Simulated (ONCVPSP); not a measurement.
# Pseudopotential generation for Pr: ONCV, PBEsol

Do these settings give a usable potential? It is generated, then checked for transferability, scattering, ghosts and hardness.

The numbers are computed with ONCVPSP 4.0.1 (PBEsol, scalar-relativistic, spin-unpolarised reference atom).

## (1) Starting point

Typed settings, in words:

| Item | Value |
| --- | --- |
| element | praseodymium (Pr, Z = 59) |
| type | optimised norm-conserving Vanderbilt (ONCV) |
| frozen core | [Kr] 4d10 |
| valence charge | 13 |
| reference configuration | 4f3 5s2 5p6 6s2 |
| partial waves | 5s+6s: rc 2.85 bohr, ncon 4, nbas 9, qcut 4 1/bohr, 2 projectors; 5p: rc 2.60 bohr, ncon 4, nbas 7, qcut 4.9 1/bohr, 2 projectors, debl 1.7 Ha; d scattering state at 0.42 Ha: rc 3.10 bohr, ncon 3, nbas 7, qcut 2.7 1/bohr, 2 projectors, debl 0.8 Ha; 4f: rc 1.30 bohr, ncon 3, nbas 8, qcut 13.4 1/bohr, 2 projectors, debl 3.8 Ha |
| local potential | polynomial inside 1.05 bohr (lpopt 5, dvloc0 0 Ha) |
| core correction | Teter function, fcfact 2.25, rcfact 1.6 |

The outer shells as boxes (Hund's rule for the drawing; the calculation is spin-unpolarised):

```
[Kr] core
4d [↑↓][↑↓][↑↓][↑↓][↑↓]
4f [↑ ][↑ ][↑ ][  ][  ][  ][  ]
5s [↑↓]
5p [↑↓][↑↓][↑↓]
6s [↑↓]
```

An earlier all-electron run gives the scale for the radii.

All-electron outer shells of the reference configuration (PBEsol, scalar-relativistic, ld1.x):

| shell | level (eV) | outermost node (bohr) | outermost maximum (bohr) |
| --- | --- | --- | --- |
| 5s | -39.05 | 0.74 | 1.35 |
| 5p | -21.48 | 0.79 | 1.53 |
| 6s | -3.48 | 1.81 | 3.85 |
| 5d | -2.04 | 0.91 | 2.28 |
| 4f | -1.28 | – | 0.69 |
| 6p | -1.23 | 2.18 | 5.07 |

## (2) Generation

Pr.dat reads:

```
# ATOM AND REFERENCE CONFIGURATION
# atsym  z   nc   nv     iexc    psfile
  Pr 59.00    9    4  -116133      upf
#
#   n    l    f
    1    0    2.00
    2    0    2.00
    2    1    6.00
    3    0    2.00
    3    1    6.00
    3    2   10.00
    4    0    2.00
    4    1    6.00
    4    2   10.00
    4    3    3.00
    5    0    2.00
    5    1    6.00
    6    0    2.00
#
# PSEUDOPOTENTIAL AND OPTIMIZATION
# lmax
    3
#
#   l,   rc,      ep,       ncon, nbas, qcut
    0    2.85    0.00    4    9    4.00
    1    2.60    0.00    4    7    4.90
    2    3.10    0.42    3    7    2.70
    3    1.30    0.00    3    8   13.40
#
# LOCAL POTENTIAL
# lloc, lpopt,  rc(5),   dvloc0
    4    5    1.05    0.00
#
# VANDERBILT-KLEINMAN-BYLANDER PROJECTORs
# l, nproj, debl
    0    2    0.90
    1    2    1.70
    2    2    0.80
    3    2    3.80
#
# MODEL CORE CHARGE
# icmod, fcfact, rcfact
    3    2.25    1.60
#
# LOG DERIVATIVE ANALYSIS
# epsh1, epsh2, depsh
   -3.00    5.00    0.02
#
# OUTPUT GRID
# rlmax, drl
    6.00    0.01
#
# TEST CONFIGURATIONS
# ncnf
    4
# nvcnf
#   n    l    f
    4
    4    3    3.00
    5    0    2.00
    5    1    6.00
    6    0    1.00
#
    4
    4    3    3.00
    5    0    2.00
    5    1    6.00
    6    0    0.00
#
    4
    4    3    2.00
    5    0    2.00
    5    1    6.00
    6    0    0.00
#
    5
    4    3    3.00
    5    0    2.00
    5    1    6.00
    6    0    1.00
    6    1    1.00
#
```

The run is started by

```sh
$ oncvpsp.x < Pr.dat > Pr.out
```

Before running it: what results should come out? Wanted: cutoffs for 1 and 0.1 mHa per electron, occupied waves; bound ghosts; GHOST(+) flags; largest phase difference near zero energy, channels read; rms error of d²Exc/dn², without and with the model core; projector energies reset by the program.

The runs gave:

| quantity | value |
| --- | --- |
| cutoffs for 1 and 0.1 mHa per electron, occupied waves | 71 Ha and 106 Ha |
| bound ghosts | s at -143.03 eV |
| GHOST(+) flags | p at 19 eV, d at 58 eV |
| largest phase difference near zero energy, channels read | 0.002 rad |
| rms error of d²Exc/dn², without and with the model core | 10.53 and 5.79 mHa |
| projector energies reset by the program | d: -0.075, 0.725 Ha |

A bound ghost (s) makes it unfit for use: electrons can fall into a state that the atom doesn't have. By its cutoff, 71 Ha for the looser tolerance, it is very hard. At the looser tolerance the 4f wave is the slowest; 5p needs 5 Ha. Near zero energy the phases of the channels with partial waves agree within 0.002 rad. The program also flags highly localised states, GHOST(+) (p, d).
